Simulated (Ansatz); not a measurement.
# BHBr2: how energies converge with the basis set

The task here is to estimate one member of a computed series from the others.

Computed with Ansatz 0.2.0, Gaussian basis. Level: one geometry, several basis sets.

The runs, in order: PBE0-D4/def2-SVP; ωB97M-V/def2-SVP; PBE0-D4/def2-QZVPP; ωB97M-V/def2-QZVPP; the functionals' def2-TZVPP values are taken from earlier runs.

### Structure used throughout

An earlier PBE0-D4 in a triple-zeta def2 set relaxation fixed the geometry.

SMILES `BrBBr`, 4 atoms, charge 0, spin multiplicity 1.

Atoms are counted from 1 here; the program's logs count them from 0.

Bond lengths: Br1–B2 1.891 Å, B2–Br3 1.891 Å, B2–H4 1.186 Å. Angles: Br1–B2–Br3 121.4°, Br1–B2–H4 119.3°, Br3–B2–H4 119.3°.

The first run:

Contents of in.yaml:

```yaml
crystal:
  periodic: [false, false, false]
  atoms:
    - {symbol: Br, position_ang: [0.741772, 0.216791, 1.641631]}
    - {symbol: B, position_ang: [-0.143576, 0.036576, -0.019427]}
    - {symbol: Br, position_ang: [0.723164, -0.718355, -1.520836]}
    - {symbol: H, position_ang: [-1.265860, 0.404688, -0.121668]}
basis:
  gaussian: {orbitals: def2-SVP}
hamiltonian: {xc: pbe0, dispersion: d4}
output: {orbitals: {seedname: orbitals}}
```

On the command line:

```console
ansatz run in.yaml --threads 4 --pin off --events-out ev --progress --plain --max-ram 10444MiB
```

Among the steps run: PBE0-D4 in def2-SVP; ωB97M-V in def2-SVP; PBE0-D4 in def2-QZVPP; ωB97M-V in def2-QZVPP.

One table of the session follows, with a row left open; its other results are not shown here.

It belongs to the step «Functionals by basis». 

| functional | basis | HOMO (eV) | LUMO (eV) |
| --- | --- | --- | --- |
| PBE0-D4 | def2-SVP | -8.44 | -1.94 |
| PBE0-D4 | def2-TZVPP | -8.54 | -2.04 |
| PBE0-D4 | def2-QZVPP | ? | ? |
| ωB97M-V | def2-SVP | -10.61 | 0.14 |
| ωB97M-V | def2-TZVPP | -10.74 | -0.02 |
| ωB97M-V | def2-QZVPP | -10.75 | -0.05 |

Estimate the missing values for PBE0-D4, def2-QZVPP.

The run gave: HOMO (eV): -8.55; LUMO (eV): -2.06. In the column «HOMO (eV)» it lies between ωB97M-V, def2-SVP (-10.61) and PBE0-D4, def2-TZVPP (-8.54).
